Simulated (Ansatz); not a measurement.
# TiRe: the cost of one run

Method: DFT, PBEsol, PAW with Ansatz's default frozen-core files, scalar-relativistic, in Ansatz 0.2.0.

## 1. The system as given

The structure is cubic, space group Pm-3m (No. 221). The conventional cell has a = 3.118 Å, b = 3.118 Å, c = 3.118 Å, α = 90.00°, β = 90.00°, γ = 90.00°. Around Ti (site symmetry m-3m) lie 8 Re at 2.70 Å. Around Re (site symmetry m-3m) lie 8 Ti at 2.70 Å.

As a file:

```cif
data_structure
_symmetry_space_group_name_H-M 'Pm-3m'
_symmetry_Int_Tables_number 221
_cell_length_a 3.1180
_cell_length_b 3.1180
_cell_length_c 3.1180
_cell_angle_alpha 90.000
_cell_angle_beta 90.000
_cell_angle_gamma 90.000
_cell_volume 30.31
loop_
_atom_site_label
_atom_site_type_symbol
_atom_site_symmetry_multiplicity
_atom_site_Wyckoff_symbol
_atom_site_fract_x
_atom_site_fract_y
_atom_site_fract_z
_atom_site_occupancy
Ti1 Ti 1 b 0.50000 0.50000 0.50000 1
Re1 Re 1 a 0.00000 0.00000 0.00000 1
```

The file gives the conventional cell by its symmetry; the runs use the cell typed in the input.

Atoms are numbered in the order of the input: Ti1, Re2.

## 2. Free moments from the typed start, PAW

Contents of input.yaml:

```yaml
crystal:
  lattice:
    - [3.118, 0.0, 0.0]
    - [0.0, 3.118, 0.0]
    - [0.0, 0.0, 3.118]
  atoms:
    - { symbol: Ti, position: [0.5, 0.5, 0.5], spin: 1.0 }
    - { symbol: Re, position: [0.0, 0.0, 0.0], spin: 1.5 }
magnetization:
  spin_polarized: true
kpoints:
  mp_grid: { grid: [11, 11, 11] }
scf:
  occupations: { method: fermi_dirac, width: 0.1 }
  lower_state_search: "off"
hamiltonian:
  xc: pbesol
  pseudopotentials: { kind: paw }
output:
  forces: true
  stress: true
  eigenvalues: true
  populations: true
  dos: { projected: true, de: 0.1, e_range: [-8, 5] }
  write_density: true
  write_potential: true
  elf: true
  volumetric_format: npy
```

On the command line:

```console
> ansatz run input.yaml --threads 1 --pin off --max-ram 3072MiB --backend cpu --events-out ev --progress --plain --runs-dir out
```

What time and memory should one allow on 1 thread of Arm Neoverse V1, shared host?

About 9.6 s, with a peak of 0.33 GiB.
